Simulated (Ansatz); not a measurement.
# Al2Si2H6 (SMILES [SiH3][Al]1[AlH][SiH2]1) at CAM-B3LYP/def2-SVP

What is the energy change on altering one bond length of Al2Si2H6 at CAM-B3LYP/def2-SVP? 

The results are computed with Ansatz 0.2.0.

44 further runs of the same task are left out: 44 set aside as unsound or not needed. Runs told in other sessions of the task aren't counted.

## (1) The molecule

Al2Si2H6 has 10 atoms, charge 0, and is taken as a singlet. As SMILES, `[SiH3][Al]1[AlH][SiH2]1`. Geometry: relaxed at PBE0-D4/def2-TZVP.

Bond lengths: Si1–Al2 2.460 Å, Al2–Al3 2.479 Å, Al2–Si4 2.439 Å, Al3–Si4 2.343 Å, Si1–H5 1.491 Å, Si1–H6 1.491 Å, Si1–H7 1.490 Å, Al3–H8 1.585 Å, Si4–H9 1.581 Å, Si4–H10 1.500 Å. Some angles: Si1–Al2–Al3 164.4°, Si1–Al2–Si4 136.1°, Al3–Al2–Si4 56.9°, Al2–Al3–Si4 60.7°, Al2–Si4–Al3 62.4°, Al2–Si1–H5 110.3°, Al2–Si1–H6 111.0°, Al2–Si1–H7 111.8°, Al2–Al3–H8 149.8°, Si4–Al3–H8 135.8°.

## (2) The energy at CAM-B3LYP/def2-SVP

Input file input.yaml:

```yaml
crystal:
  periodic: [false, false, false]
  atoms:
    - {symbol: Si, position_ang: [-1.426500, 1.264600, -1.412100]}
    - {symbol: Al, position_ang: [-0.140100, -0.429800, -0.177000]}
    - {symbol: Al, position_ang: [0.542000, -2.376000, 1.198900]}
    - {symbol: Si, position_ang: [1.875500, -0.449300, 1.195500]}
    - {symbol: H, position_ang: [-1.958600, 0.687200, -2.679200]}
    - {symbol: H, position_ang: [-2.589700, 1.742300, -0.611500]}
    - {symbol: H, position_ang: [-0.589800, 2.446700, -1.761500]}
    - {symbol: H, position_ang: [0.798300, -3.933700, 1.336500]}
    - {symbol: H, position_ang: [0.619900, 0.509800, 1.257200]}
    - {symbol: H, position_ang: [2.952200, 0.487100, 1.656400]}
basis:
  gaussian: {orbitals: def2-SVP}
hamiltonian: {xc: {name: CAM-B3LYP}}
accuracy: high
output: {orbitals: {seedname: orbitals}}
```

On the command line:

```
$ ansatz run input.yaml --threads 1 --pin off --max-ram 2610MiB --events-out events.jsonl --progress --plain --runs-dir runs
```

Output:

```text
Warning: RAYON_NUM_THREADS=1 ignored (pool sized by the plan → 1); use --threads N
Functional definition: CAM-B3LYP
  name "CAM-B3LYP"
  parameter alpha = 0.19
  parameter beta = 0.46
  parameter omega = 0.33/bohr
  parameter ac = 0.81
  exchange = (1 - alpha - beta)*b88_x + beta*b88_x_sr(omega) + alpha*exact_x + beta*exact_x_lr(omega)
  correlation = (1 - ac)*vwn5_c + ac*lyp_c
2110 factors; integrals over basis functions are off by at most 6.3e-9 eV
578 factors; integrals over basis functions are off by at most 2.2e-9 eV
mean field evaluation 1: about -29034.9121 eV, gradient 1.2e1 eV
mean field evaluation 2: about -29035.4329 eV, gradient 8.0e0 eV
mean field evaluation 4: about -29035.7248 eV, gradient 4.8e-1 eV
mean field evaluation 8: about -29035.8268 eV, gradient 4.5e-2 eV
mean field evaluation 16: about -29035.8269 eV, gradient 1.6e-4 eV
mean field -29035.82686100 eV, -1067.0469559516 hartree, gradient 7.0e-8 eV, S^2 0.000000; 0 other end points of the search recorded, 0 dependent functions left out
reference -29035.82688507 eV, -1067.0469568360 hartree; 30, 30 occupied and 72, 72 virtual orbitals, 2110 factors
Total energy: -29035.82688507 eV, -1067.0469568360 hartree
```

It took 5.1 s on 1 thread of AMD EPYC 9R45 (Zen 5), shared host; peak memory 0.47 GiB.

## (3) The distorted shape at the same level

Input file input.yaml:

```yaml
crystal:
  periodic: [false, false, false]
  atoms:
    - {symbol: Si, position_ang: [-1.346670, 1.351226, -1.221999]}
    - {symbol: Al, position_ang: [-0.060270, -0.343174, 0.013101]}
    - {symbol: Al, position_ang: [0.621830, -2.289374, 1.389001]}
    - {symbol: Si, position_ang: [1.955330, -0.362674, 1.385601]}
    - {symbol: H, position_ang: [-1.958600, 0.687200, -2.679200]}
    - {symbol: H, position_ang: [-2.509870, 1.828926, -0.421399]}
    - {symbol: H, position_ang: [-0.509970, 2.533326, -1.571399]}
    - {symbol: H, position_ang: [0.878130, -3.847074, 1.526601]}
    - {symbol: H, position_ang: [0.699730, 0.596426, 1.447301]}
    - {symbol: H, position_ang: [3.032030, 0.573726, 1.846501]}
basis:
  gaussian:
    orbitals: def2-SVP
hamiltonian:
  xc: {name: CAM-B3LYP}
accuracy: high
output:
  orbitals: {seedname: orbitals}
```

On the command line:

```
$ ansatz run input.yaml --threads 1 --pin off --max-ram 2610MiB --events-out events.jsonl --progress --plain --runs-dir runs
```

Output:

```text
Warning: RAYON_NUM_THREADS=1 ignored (pool sized by the plan → 1); use --threads N
Functional definition: CAM-B3LYP
  name "CAM-B3LYP"
  parameter alpha = 0.19
  parameter beta = 0.46
  parameter omega = 0.33/bohr
  parameter ac = 0.81
  exchange = (1 - alpha - beta)*b88_x + beta*b88_x_sr(omega) + alpha*exact_x + beta*exact_x_lr(omega)
  correlation = (1 - ac)*vwn5_c + ac*lyp_c
2104 factors; integrals over basis functions are off by at most 2.0e-8 eV
580 factors; integrals over basis functions are off by at most 2.4e-9 eV
mean field evaluation 1: about -29034.6159 eV, gradient 1.2e1 eV
mean field evaluation 2: about -29035.1125 eV, gradient 8.0e0 eV
mean field evaluation 4: about -29035.4071 eV, gradient 4.6e-1 eV
mean field evaluation 8: about -29035.5054 eV, gradient 4.6e-2 eV
mean field evaluation 16: about -29035.5054 eV, gradient 1.6e-4 eV
mean field -29035.50542457 eV, -1067.0351433804 hartree, gradient 7.9e-8 eV, S^2 0.000000; 0 other end points of the search recorded, 0 dependent functions left out
reference -29035.50544881 eV, -1067.0351442712 hartree; 30, 30 occupied and 72, 72 virtual orbitals, 2104 factors
Total energy: -29035.50544881 eV, -1067.0351442712 hartree
```

Wall time 5.1 s (1 thread of AMD EPYC 9R45 (Zen 5), shared host); peak memory 0.47 GiB.

## (4) Summary of results

At CAM-B3LYP/def2-SVP:

| quantity | value |
| --- | --- |
| first shape: total energy | -1067.04696 Eh |
| first shape: HOMO energy | -7.16 eV |
| first shape: LUMO energy | -0.81 eV |
| first shape: HOMO–LUMO gap | 6.35 eV |
| distorted shape: total energy | -1067.03514 Eh |
| distorted shape: HOMO energy | -7.19 eV |
| distorted shape: LUMO energy | -0.84 eV |
| distorted shape: HOMO–LUMO gap | 6.35 eV |
| energy change with the Si1–H5 bond stretched from 1.491 to 1.714 Å | 0.321 eV |

**Reading.** With the Si1–H5 bond stretched from 1.491 to 1.714 Å the energy rises by 0.32 eV (7.4 kcal/mol). The first shape isn't relaxed at this level, so the change isn't measured from a minimum.
